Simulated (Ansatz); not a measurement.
**Cl6H2Si2Sn: a ladder of functionals and wavefunction methods**

The task here is to estimate one member of a computed series from the others.

Computed with Ansatz 0.2.0, Gaussian basis. Level: functionals in def2-TZVPP, the program's frozen cores in correlated methods.

The runs, in order: LDA (SPW92), PBE-D4, revPBE-D4, BLYP-D4, r2SCAN-D4, B97M-V, PBE0-D4, B3LYP-D4, r2SCANh-D4, r2SCAN0-D4, HSE06-D4, BHLYP-D4, CAM-B3LYP-D4, LC-ωPBE, ωB97X-V, ωB97M-V, B2PLYP, PBE-QIDH; CCSD(T)/def2-SVP; CCSD(T)/def2-TZVPP; MP2/def2-QZVPP; extrapolation to the limit; RPA on PBE.

## The geometry

All runs share one geometry, relaxed beforehand with PBE0-D4 in a triple-zeta def2 set. Sn takes the def2 core potential; no spin-orbit term is included.

SMILES `Cl[Si](Cl)(Cl)[SnH2][Si](Cl)(Cl)Cl`, 11 atoms, charge 0, spin multiplicity 1.

Atoms are counted from 1 here; the program's logs count them from 0.

Bond lengths: Cl1–Si2 2.041 Å, Si2–Cl3 2.042 Å, Si2–Cl4 2.044 Å, Si2–Sn5 2.561 Å, Sn5–Si6 2.561 Å, Sn5–H10 1.702 Å, Sn5–H11 1.702 Å, Si6–Cl7 2.041 Å, Si6–Cl8 2.042 Å, Si6–Cl9 2.044 Å. Angles: Cl1–Si2–Cl3 108.3°, Cl1–Si2–Cl4 108.3°, Cl1–Si2–Sn5 110.3°, Cl3–Si2–Cl4 108.3°, Cl3–Si2–Sn5 110.2°, Cl4–Si2–Sn5 111.5°, Si2–Sn5–Si6 106.5°, Si2–Sn5–H10 109.9°, Si2–Sn5–H11 109.9°, Si6–Sn5–H10 109.9°, Si6–Sn5–H11 109.9°, H10–Sn5–H11 110.6°, Sn5–Si6–Cl7 110.3°, Sn5–Si6–Cl8 110.2°, Sn5–Si6–Cl9 111.5°, Cl7–Si6–Cl8 108.3°, Cl7–Si6–Cl9 108.3°, Cl8–Si6–Cl9 108.3°.

The first run:

File in.yaml:

```yaml
crystal:
  periodic: [false, false, false]
  atoms:
    - {symbol: Cl, position_ang: [-2.934143, -0.232615, 0.829206]}
    - {symbol: Si, position_ang: [-1.239752, 0.665110, 1.529804]}
    - {symbol: Cl, position_ang: [-1.242961, 2.610015, 0.909071]}
    - {symbol: Cl, position_ang: [-1.301941, 0.644536, 3.572427]}
    - {symbol: Sn, position_ang: [0.836449, -0.543448, 0.641558]}
    - {symbol: Si, position_ang: [0.751820, -0.351419, -1.911117]}
    - {symbol: Cl, position_ang: [0.803311, 1.610074, -2.474674]}
    - {symbol: Cl, position_ang: [-0.974549, -1.176365, -2.623233]}
    - {symbol: Cl, position_ang: [2.329278, -1.310958, -2.787194]}
    - {symbol: H, position_ang: [2.243710, 0.210028, 1.232967]}
    - {symbol: H, position_ang: [0.794277, -2.181859, 1.101684]}
basis:
  gaussian: {orbitals: def2-TZVPP}
hamiltonian: {xc: lda}
output: {orbitals: {seedname: orbitals}}
```

Command:

```console
ansatz run in.yaml --threads 4 --pin off --events-out ev --progress --plain --max-ram 66560MiB --backend cuda --devices 0, --max-vram 37GiB
```

Steps of the session up to this table: LDA; PBE-D4 (GGA); revPBE-D4 (GGA); BLYP-D4 (GGA); r2SCAN-D4 (meta-GGA); B97M-V (meta-GGA); B3LYP-D4 (hybrid); r2SCANh-D4 (hybrid); r2SCAN0-D4 (hybrid); HSE06-D4 (hybrid); BHLYP-D4 (hybrid); CAM-B3LYP-D4 (range-separated); LC-ωPBE (range-separated); ωB97X-V (range-separated); ωB97M-V (range-separated); B2PLYP (double hybrid); PBE-QIDH (double hybrid).

One of the session's tables, all rows but one given; the rest of the session is left out.

It belongs to the step «Frontier levels by functional». 

```
  functional  HOMO (eV)  LUMO (eV)  gap (eV)
 LDA (SPW92)      -7.16      -2.45      4.71
      PBE-D4      -7.00      -2.18      4.82
   revPBE-D4      -6.94      -2.06      4.88
     BLYP-D4      -6.85      -2.05      4.79
   r2SCAN-D4      -7.28      -1.95      5.34
      B97M-V      -7.35      -1.91      5.44
     PBE0-D4      -8.10      -1.38      6.72
    B3LYP-D4      -7.89      -1.57      6.32
  r2SCANh-D4          ?          ?         ?
  r2SCAN0-D4      -8.27      -1.26      7.01
    HSE06-D4      -7.72      -1.74      5.98
    BHLYP-D4      -9.08      -0.43      8.64
CAM-B3LYP-D4      -9.30      -0.35      8.94
     LC-ωPBE     -10.53       0.71     11.25
     ωB97X-V     -10.22       0.64     10.87
     ωB97M-V     -10.00       0.39     10.39
```

**Question.** Estimate the row for r2SCANh-D4.

Worked estimate for «HOMO (eV)». Against the share of exact exchange, r2SCAN-D4 (0, -7.28), r2SCAN0-D4 (0.25, -8.27) give a slope of -3.96 per unit share; at 0.1 the line stands at -7.68.

The run gave: HOMO (eV): -7.68; LUMO (eV): -1.67; gap (eV): 6.01. In «HOMO (eV)» the line misses by 0.00.
